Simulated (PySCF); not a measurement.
# H3NSm (Sm(NH3)3+): the cost of one run

Computed with PySCF 2.14.0. Level: PBE0, Sm lcecp-1-SVP with ECP51, N def2-SVP, H def2-SVP; scalar-relativistic core potentials, no spin–orbit coupling.

1 further run of the same task is left out (for a known fault of the program).

### Step 1. The starting structure

5 atoms, charge 3, spin multiplicity 1.

Bond lengths: Sm1–N2 2.558 Å, N2–H3 1.020 Å, N2–H4 1.020 Å, N2–H5 1.020 Å. Angles: Sm1–N2–H3 113.0°, Sm1–N2–H4 113.0°, Sm1–N2–H5 113.0°, H3–N2–H4 105.8°, H3–N2–H5 105.8°, H4–N2–H5 105.8°.

Coordinates:

```xyz
5
charge 3, multiplicity 1
Sm    0.00000    0.00000    0.00000
N     0.00000    0.00000    2.55750
H     0.93920    0.00000    2.95550
H    -0.46960    0.81330    2.95550
H    -0.46960   -0.81330    2.95550
```

Formal oxidation states: Sm +3. Each metal's 5 4f electrons lie in its core potential, so multiplicities, spins and levels count the valence alone.

### Step 2. SCF at the start, singlet

run.py (the lines that set the calculation)

```python
mol = gto.M(atom='''
Sm     0.00000     0.00000     0.00000
N      0.00000     0.00000     2.55750
H      0.93920     0.00000     2.95550
H     -0.46960     0.81330     2.95550
H     -0.46960    -0.81330     2.95550''',
    basis={'Sm': 'lcecp-1-SVP', 'N': 'def2-SVP', 'H': 'def2-SVP'},
    ecp={'Sm': 'lcecp-1-SVP'},
    charge=3, spin=0)
mf = dft.RKS(mol, xc='PBE0')
mf.grids.atom_grid = (50, 194)  # f atoms: unpruned, at least (60, 302)
mf = mf.density_fit()  # fitting sets: Sm AutoAux, N def2-universal-JKFIT, H def2-universal-JKFIT
mf.conv_tol = 1e-08; mf.max_cycle = 55
mf.kernel(dm0)  # dm0: free metal ions and neutral atoms
```

The run is started by

```
$ OMP_NUM_THREADS=2 python run.py
```

**Question.** How long does this run take on 2 threads of Intel Xeon Platinum 8259CL at 2.50GHz (Skylake/Cascade Lake), shared host, and how much memory does it need?

About 2.7 s, with a peak of 0.37 GiB.
